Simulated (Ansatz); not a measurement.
# CH2I radical: geometry and frequencies at several levels

One table from this session's results is given with a row withheld; the runs are named, their logs left out.

Program: Ansatz 0.2.0. Level of theory: the levels named in each step. These are calculated values, not measurements.

## The structure to begin with

Bond lengths: C1–I2 2.048 Å, C1–H3 1.068 Å, C1–H4 1.068 Å. Angles: I2–C1–H3 118.6°, I2–C1–H4 118.6°, H3–C1–H4 122.7°.

Coordinates:

```xyz
4

C    -1.8098    0.0972   -0.2967
I     0.2081   -0.0112    0.0340
H    -2.2608    1.0599   -0.3997
H    -2.3684   -0.8112   -0.3564
```

The first run:

File input.yaml:

```yaml
crystal:
  periodic: [false, false, false]
  atoms:
    - { symbol: C, position_ang: [-1.80977, 0.09721, -0.2967] }
    - { symbol: I, position_ang: [0.20806, -0.01117, 0.034] }
    - { symbol: H, position_ang: [-2.26079, 1.0599, -0.39967] }
    - { symbol: H, position_ang: [-2.36838, -0.81123, -0.3564] }
magnetization:
  spin_polarized: true
  initial_magnetization: 1
basis:
  gaussian: { orbitals: def2-SVP }
hamiltonian:
  xc: pbe
  dispersion: d4
relax:
  f_tol: 0.03
  max_steps: 200
```

Started as:

```sh
$ ansatz run input.yaml --threads 2 --pin off --max-ram 5120MiB --backend cpu --events-out ev --progress --plain --runs-dir out
```

Among the steps run: A rough first relaxation, PBE-D4/def2-SVP; Relaxation, HF/def2-SVP; Frequencies, HF/def2-SVP; Relaxation, LDA/def2-SVP; Frequencies, LDA/def2-SVP; Relaxation, PBE-D4/def2-SVP; Frequencies, PBE-D4/def2-SVP; Relaxation, PBE0-D4/def2-TZVPP; Relaxation, MP2/def2-TZVPP; Frequencies, MP2/def2-TZVPP.

One table of the session follows, with a row left open; its other results are not shown here.

| level | C1–I2 (Å) | dipole (D) | highest frequency (cm⁻¹) |
| --- | --- | --- | --- |
| HF/def2-SVP | 2.0745 | 1.12 | 3474 |
| LDA/def2-SVP | ? | ? | ? |
| PBE-D4/def2-SVP | 2.0575 | 0.44 | 3264 |
| PBE0-D4/def2-TZVPP | 2.0287 | 0.75 | - |
| MP2/def2-TZVPP | 2.0187 | 0.78 | 3388 |

Q: Estimate the row for LDA/def2-SVP from the others.

**Answer.** C1–I2 (Å): 2.0289; dipole (D): 0.35; highest frequency (cm⁻¹): 3256. In the column «C1–I2 (Å)» it lies between PBE0-D4/def2-TZVPP (2.0287) and PBE-D4/def2-SVP (2.0575).
